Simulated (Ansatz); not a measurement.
CH6ClNSi, SMILES NC[SiH2]Cl, a ladder of methods at one geometry

Program: Ansatz 0.2.0, Python API.

Run as a notebook:

```python
from dataclasses import dataclass

import ansatz as az
```

```python
@dataclass(frozen=True)
class RunConfig:
    basis: str = "cc-pVDZ"
```

```python
opts = RunConfig()
```

```python
system = (
    az.Crystal.molecule()
    .atom("N", [-1.4422, 0.3522, 0.1776])
    .atom("C", [-0.3373, -0.0107, -0.6463])
    .atom("Si", [1.0847, -0.6029, 0.3666])
    .atom("Cl", [1.8195, 0.9383, 1.5934])
    .atom("H", [-2.2382, 0.7102, -0.466])
    .atom("H", [-1.2446, 1.2204, 0.7424])
    .atom("H", [0.0043, 0.8396, -1.2644])
    .atom("H", [-0.6083, -0.795, -1.3257])
    .atom("H", [2.2711, -0.9455, -0.4497])
    .atom("H", [0.7741, -1.7578, 1.2751])
)
```

```python
job = system.calculation().basis(gaussian=opts.basis)
```

```python
methods = ["mp2", "ccsd", "ccsd_t"]
reports = [job.correlation(m).run().report for m in methods]
print(f"Hartree-Fock reference {reports[0]['reference_energy_ev'] / 27.211386246:.6f} Ha")
best = reports[-1]["free_energy_ev"] - reports[-1]["reference_energy_ev"]
for method, each in zip(methods, reports):
    gained = each["free_energy_ev"] - each["reference_energy_ev"]
    print(f"{method:8s} total {each['free_energy_ev'] / 27.211386246:.6f} Ha  correlation {gained:9.4f} eV  ({100 * gained / best:.1f} % of the last)")
```

    Hartree-Fock reference -844.282896 Ha
    mp2      total -844.834088 Ha  correlation  -14.9987 eV  (88.9 % of the last)
    ccsd     total -844.887507 Ha  correlation  -16.4523 eV  (97.6 % of the last)
    ccsd_t   total -844.902686 Ha  correlation  -16.8653 eV  (100.0 % of the last)

What to keep in mind:
- Total energies depend on the basis set; only differences at equal settings carry meaning.
- The geometry is a force-field or estimated start, not a minimum of this method, and the basis set is short of its limit. A lower total doesn't mark the better method: functionals have no common bound, and MP2 and coupled cluster aren't variational.
- Inner cores stay frozen, so this is valence correlation.
- For Al to Cl the sets with a tight d function, cc-pV(X+d)Z, are usual.
- Timing: 16 s on 1 thread of Arm Neoverse V1 (shared host), peak memory 0.39 GiB.
